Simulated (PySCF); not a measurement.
# Changing the system itself: InC⁻ (triplet)

How does InC⁻ (triplet) answer to another spin, charge, distance or environment?

The runs use PySCF 2.14.0; each script names its method and basis.

9 further runs of the same task are left out: 2 for a known fault of the program, 7 that didn't finish.

## (1) The system as given

InC⁻ (triplet): 2 atoms, charge -1, spin multiplicity 3.

Bond lengths: In1–C2 2.200 Å.

## (2) The base run

input.py

```python
from pyscf import gto, dft

mol = gto.M(
    atom='In 0 0 0; C 0 0 2.2',
    basis='def2-svp',
    ecp={'In': 'def2-svp'},
    charge=-1,
    spin=2,
    verbose=4,
)
mf = dft.UKS(mol, xc='m06l')
mf.kernel()
g = mf.nuc_grad_method()
g.grid_response = True
g.kernel()
mf.dip_moment()
print('orbital energies (hartree):', [e[max(0, n-3):n+3].round(4) for e, n in zip(mf.mo_energy, mol.nelec)])
```

The run is started by

```console
$ OMP_NUM_THREADS=1 python input.py
```

The log of this run is left out.

In short: E(SCF) = -228.186334 Eh, ⟨S²⟩ = 2.265, gradient on the second atom 0.0090 Eh/bohr.

The bond length is a typed value, not an optimised one. The dipole of an ion depends on the origin. The triplet is typed in the script; nothing here shows that it is the ground state.

## (3) Singlet

Run 1 changes spin (2S): 2 → 0.

input.py

```python
from pyscf import gto, dft

mol = gto.M(
    atom='In 0 0 0; C 0 0 2.2',
    basis='def2-svp',
    ecp={'In': 'def2-svp'},
    charge=-1,
    spin=0,
    verbose=4,
)
mf = dft.UKS(mol, xc='m06l')
mf.kernel()
g = mf.nuc_grad_method()
g.grid_response = True
g.kernel()
mf.dip_moment()
print('orbital energies (hartree):', [e[max(0, n-3):n+3].round(4) for e, n in zip(mf.mo_energy, mol.nelec)])
```

The run is started by

```console
$ OMP_NUM_THREADS=1 python input.py
```

## (4) Bond 2.75 Å

Run 2 changes bond length: 2.2 Å → 2.75 Å.

input.py: that of step 2 with these lines changed.

```diff
@@ -3,3 +3,3 @@
 mol = gto.M(
-    atom='In 0 0 0; C 0 0 2.2',
+    atom='In 0 0 0; C 0 0 2.75',
     basis='def2-svp',
```

## (5) Bond 1.936 Å

Run 3 changes bond length: 2.2 Å → 1.936 Å.

input.py: that of step 2 with these lines changed.

```diff
@@ -3,3 +3,3 @@
 mol = gto.M(
-    atom='In 0 0 0; C 0 0 2.2',
+    atom='In 0 0 0; C 0 0 1.936',
     basis='def2-svp',
```

What does the calculation give? Wanted: for each run, E(SCF); from base; gap, α spin.

The runs gave:

| run | E(SCF) (hartree) | from base (eV) | cycles | gap, α spin (eV) |
| --- | --- | --- | --- | --- |
| base | -228.186334 | 0 | 40 | 2.64 |
| singlet | -228.160660 | +0.6986 | 19 | 0.12 |
| bond 2.75 Å | -228.162063 | +0.6604 | 21 | 1.95 |
| bond 1.936 Å | -228.175979 | +0.2818 | 21 | 2.87 |

**Reading.** The highest filled level of this anion is positive: the basis lacks diffuse functions or the electron is not bound, so these numbers hang on the basis. The largest comparable shift of the SCF energy, +0.699 eV, comes with the run “singlet”. The singlet solution found lies 0.70 eV above the base triplet at this geometry and level.
